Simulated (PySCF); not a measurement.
# FH6SbSi2: the cost of one run

Computed with PySCF 2.14.0 and routines of our own; the level stands in each step. Atoms count from 0.

### Step 1. The starting structure

10 atoms, charge 0, multiplicity 1; geometry from: GFN2-xTB.

### Step 2. Optimising the geometry at PBE0-D3(BJ)/def2-SVP

What the job is given:

```
{"job": {"xc": "PBE0", "basis": "def2-SVP", "d3": "d3bj", "grid": 1, "maxiter": 30, "shake": 0.01, "kind": "geom"}, "charge": 0, "multiplicity": 1}
F     -1.968460    -1.675870     0.201310
Si    -1.839830    -0.053180     0.393320
Sb     0.403590     0.140710     1.500010
Si     1.815230    -0.179490    -0.622430
H     -2.098120     0.452220    -0.955790
H     -2.956160     0.282600     1.266520
H      0.419700     1.824930     1.285470
H      3.175580     0.240990    -0.372610
H      1.301480     0.552330    -1.774540
H      1.797420    -1.606170    -0.942320
```

The run is started by

```bash
> OMP_NUM_THREADS=1 python heavy_run.py task.json out
```

This one command runs all jobs of the session in turn.

Q: Estimate the wall time and peak memory of this first job on 1 thread of Arm Neoverse V1, shared host.

About 30 s, with a peak of 0.45 GiB.
